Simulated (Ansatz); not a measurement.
# ClGaH₄Si: a ladder of functionals and wavefunction methods

One table from this session's results is given with a row withheld; the runs are named, their logs left out.

Computed with Ansatz 0.2.0, Gaussian basis. Level: functionals in def2-TZVPP, the program's frozen cores in correlated methods.

The runs, in order: LDA (SPW92), PBE-D4, revPBE-D4, BLYP-D4, r2SCAN-D4, B97M-V, PBE0-D4, B3LYP-D4, r2SCANh-D4, r2SCAN0-D4, HSE06-D4, BHLYP-D4, CAM-B3LYP-D4, LC-ωPBE, ωB97X-V, ωB97M-V, B2PLYP, PBE-QIDH; CCSD(T)/def2-SVP; CCSD(T)/def2-TZVPP; CCSD(T)/def2-QZVPP; extrapolation to the limit; RPA on PBE.

## The geometry

An earlier PBE0-D4 in a triple-zeta def2 set relaxation fixed the geometry.

SMILES `[SiH3][GaH][Cl]`, 7 atoms, charge 0, spin multiplicity 1.

Atoms are counted from 1 here; the program's logs count them from 0.

Bond lengths: Si1–Ga2 2.404 Å, Si1–H4 1.487 Å, Si1–H5 1.487 Å, Si1–H6 1.487 Å, Ga2–Cl3 2.161 Å, Ga2–H7 1.564 Å. Angles: Ga2–Si1–H4 109.1°, Ga2–Si1–H5 109.1°, Ga2–Si1–H6 111.9°, H4–Si1–H5 108.8°, H4–Si1–H6 108.9°, H5–Si1–H6 108.9°, Si1–Ga2–Cl3 113.6°, Si1–Ga2–H7 133.0°, Cl3–Ga2–H7 113.3°.

As a file:

```
atom    x (Å)    y (Å)    z (Å)
 Si1  -0.8871   0.5685  -0.3002
 Ga2   1.0025  -0.5995   0.6193
 Cl3   2.1811  -1.6420  -0.8617
  H4  -1.7756  -0.4069  -0.9865
  H5  -0.4076   1.5636  -1.2961
  H6  -1.6670   1.2750   0.7508
  H7   1.5537  -0.7588   2.0743
```

The first run:

File in.yaml:

```yaml
crystal:
  periodic: [false, false, false]
  atoms:
    - {symbol: Si, position_ang: [-0.887078, 0.568545, -0.300161]}
    - {symbol: Ga, position_ang: [1.002510, -0.599505, 0.619254]}
    - {symbol: Cl, position_ang: [2.181114, -1.641956, -0.861660]}
    - {symbol: H, position_ang: [-1.775592, -0.406851, -0.986500]}
    - {symbol: H, position_ang: [-0.407623, 1.563639, -1.296089]}
    - {symbol: H, position_ang: [-1.667025, 1.274952, 0.750787]}
    - {symbol: H, position_ang: [1.553695, -0.758824, 2.074349]}
basis:
  gaussian: {orbitals: def2-TZVPP}
hamiltonian: {xc: lda}
output: {orbitals: {seedname: orbitals}}
```

The run is started by

```console
$ ansatz run in.yaml --threads 2 --pin off --events-out ev --progress --plain --max-ram 32768MiB --backend cpu
```

Steps of the session up to this table: LDA; PBE-D4 (GGA); revPBE-D4 (GGA); BLYP-D4 (GGA); r2SCAN-D4 (meta-GGA); B97M-V (meta-GGA); PBE0-D4 (hybrid); B3LYP-D4 (hybrid); r2SCANh-D4 (hybrid); r2SCAN0-D4 (hybrid); HSE06-D4 (hybrid); BHLYP-D4 (hybrid); CAM-B3LYP-D4 (range-separated); LC-ωPBE (range-separated); ωB97X-V (range-separated); ωB97M-V (range-separated); B2PLYP (double hybrid); PBE-QIDH (double hybrid).

One of the session's tables, all rows but one given; the rest of the session is left out.

It belongs to the step «Frontier levels by functional». 

| functional | HOMO (eV) | LUMO (eV) | gap (eV) |
| --- | --- | --- | --- |
| LDA (SPW92) | -6.79 | -3.13 | 3.66 |
| PBE-D4 | -6.69 | -2.89 | 3.80 |
| revPBE-D4 | -6.65 | -2.78 | 3.87 |
| BLYP-D4 | -6.54 | -2.80 | 3.74 |
| r2SCAN-D4 | -6.97 | -2.71 | 4.26 |
| B97M-V | -7.09 | -2.89 | 4.20 |
| PBE0-D4 | -7.84 | -2.13 | 5.71 |
| B3LYP-D4 | -7.63 | -2.36 | 5.26 |
| r2SCANh-D4 | -7.39 | -2.44 | 4.96 |
| r2SCAN0-D4 | -8.02 | -2.03 | 5.99 |
| HSE06-D4 | -7.45 | -2.50 | 4.95 |
| BHLYP-D4 | -8.86 | -1.36 | 7.50 |
| CAM-B3LYP-D4 | ? | ? | ? |
| LC-ωPBE | -10.42 | -0.07 | 10.35 |
| ωB97X-V | -10.08 | -0.20 | 9.89 |
| ωB97M-V | -9.88 | -0.39 | 9.49 |

Q: Estimate the row for CAM-B3LYP-D4 from the others.

The run gave: HOMO (eV): -9.10; LUMO (eV): -1.20; gap (eV): 7.90. In the column «HOMO (eV)» it lies between ωB97M-V (-9.88) and BHLYP-D4 (-8.86).
